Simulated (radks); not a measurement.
**Rb⁹⁺ in [Ne] 3p6 3d10 4s2: an all-electron calculation**

Wanted: eigenvalues, radial structure and energy terms of the rubidium ion Rb9+.

Method: Dirac Kohn-Sham, PBE, spin-unpolarised, spherical densities, point nucleus. Code: radks (a radial shooting solver on a logarithmic mesh, Libxc functionals) version 1.

**1. The system**

```
element       : rubidium (Z = 37)
charge        : +9
electrons     : 28
configuration : [Ne] 3p6 3d10 4s2
```

Outer shells as boxes (Hund's rule):

Rb⁹⁺
```
[Ne] core
3p [↑↓][↑↓][↑↓]
3d [↑↓][↑↓][↑↓][↑↓][↑↓]
4s [↑↓]
```

**2. The calculation**

Settings of this run:

```text
Z 37
configuration [Ne] 3p6 3d10 4s2 3s0 4p0 4d0 4f0
relativity Dirac
functional pbe,pbe
spin unpolarised
j_filling energy
nucleus point
c 137.035999084
```

**Question.** What will this run give?

**Answer**, as computed:

| quantity | value |
| --- | --- |
| total energy | -2935.00348 hartree |
| exchange-correlation share of it | 3.20 % |
| −T/E | 1.0284 |
| highest occupied level | 4s1/2, -171.05 eV |
| most extended occupied level | 4s1/2, <r> = 1.18 bohr |
| radius at density 0.001 e/bohr³ | 2.29 bohr |
| maxima of the radial density | 3 |

What this shows: 4 principal shells are occupied and 3 maxima appear in the radial density; where shells overlap, one shows as a shoulder or not at all. Relativity lifts −T/E to 1.028. This is not the tabulated ground configuration, so its levels and sizes aren't those of the ground state, and no measured value stands beside it.
